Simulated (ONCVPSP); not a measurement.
# An ONCV potential for Cd, from input to tests

Aim: build the potential from the settings below, then test how well it stands in for the atom: other configurations, scattering, ghost states and the plane-wave cutoff that it needs.

Program: ONCVPSP 4.0.1. Reference atom: PBE, scalar-relativistic, spherical and spin-unpolarised. All values are calculated.

1 further run of the same task is left out (it didn't finish).

### 1 Settings

Typed settings, in words:

- element: cadmium (Cd, Z = 48)
- type: optimised norm-conserving Vanderbilt (ONCV)
- frozen core: [Ar] 3d10
- valence charge: 20
- reference configuration: 4s2 4p6 4d10 5s2
- partial waves: 4s+5s: rc 1.38 bohr, ncon 3, nbas 6, qcut 9.7 1/bohr, 2 projectors; 4p: rc 1.32 bohr, ncon 4, nbas 9, qcut 10 1/bohr, 1 projector; 4d: rc 1.42 bohr, ncon 4, nbas 9, qcut 12.7 1/bohr, 3 projectors, debl 2.2 Ha
- local potential: polynomial inside 1.04 bohr (lpopt 4, dvloc0 4 Ha)
- core correction: not asked for

An earlier all-electron run gives the scale for the radii.

All-electron outer shells of the reference configuration (PBE, scalar-relativistic, ld1.x):

| shell | level (eV) | outermost node (bohr) | outermost maximum (bohr) |
| --- | --- | --- | --- |
| 3d | -393.64 | – | 0.27 |
| 4s | -105.92 | 0.43 | 0.79 |
| 4p | -66.97 | 0.43 | 0.84 |
| 4d | -11.73 | 0.42 | 0.98 |
| 5s | -5.66 | 1.07 | 2.35 |
| 5p | -1.18 | 1.20 | 3.33 |

### 2 Generating the potential

Contents of Cd.dat:

```
# ATOM AND REFERENCE CONFIGURATION
# atsym  z   nc   nv     iexc    psfile
  Cd 48.00    6    4        4      upf
#
#   n    l    f
    1    0    2.00
    2    0    2.00
    2    1    6.00
    3    0    2.00
    3    1    6.00
    3    2   10.00
    4    0    2.00
    4    1    6.00
    4    2   10.00
    5    0    2.00
#
# PSEUDOPOTENTIAL AND OPTIMIZATION
# lmax
    2
#
#   l,   rc,      ep,       ncon, nbas, qcut
    0    1.38    0.00    3    6    9.70
    1    1.32    0.00    4    9   10.00
    2    1.42    0.00    4    9   12.70
#
# LOCAL POTENTIAL
# lloc, lpopt,  rc(5),   dvloc0
    4    4    1.04    4.00
#
# VANDERBILT-KLEINMAN-BYLANDER PROJECTORs
# l, nproj, debl
    0    2    2.50
    1    1    2.80
    2    3    2.20
#
# MODEL CORE CHARGE
# icmod, fcfact, rcfact
    0    0.00    0.00
#
# LOG DERIVATIVE ANALYSIS
# epsh1, epsh2, depsh
   -5.00    5.00    0.04
#
# OUTPUT GRID
# rlmax, drl
    6.00    0.01
#
# TEST CONFIGURATIONS
# ncnf
    4
# nvcnf
#   n    l    f
    4
    4    0    2.00
    4    1    6.00
    4    2   10.00
    5    0    1.00
#
    4
    4    0    2.00
    4    1    6.00
    4    2   10.00
    5    0    0.00
#
    4
    4    0    2.00
    4    1    6.00
    4    2    9.00
    5    0    0.00
#
    4
    4    0    2.00
    4    1    5.00
    4    2   10.00
    5    0    2.00
#
```

Launch:

```bash
oncvpsp.x < Cd.dat > Cd.out
```

Before running it: what results should come out? Wanted: cutoffs for 1 and 0.1 mHa per electron, occupied waves; bound ghosts; GHOST(+) flags; largest test error; largest phase difference near zero energy, channels read.

**Answer**, as computed:

| quantity | value |
| --- | --- |
| cutoffs for 1 and 0.1 mHa per electron, occupied waves | 41 Ha and 50 Ha |
| bound ghosts | none found |
| GHOST(+) flags | none at low energy |
| largest test error (AE − PS) | -61 meV, for 4s2 4p5 4d10 5s2 |
| largest phase difference near zero energy, channels read | 0.004 rad |

The worst unpolarised test, 4s2 4p5 4d10 5s2, is off by 61 meV on 74.2 eV; by total energies transferability rates as fair. That test lies far up in energy; among those under 40 eV, nearer to bonding, the largest error is 4.7 meV. It counts as hard, with 41 Ha needed at the looser tolerance. At the looser tolerance the 4d wave is the slowest; 4s needs 34 Ha. It is free of bound ghosts as far as tested. Near zero energy the phases of the channels with partial waves agree within 0.004 rad. These are tests on the free atom; a crystal test is still owed.
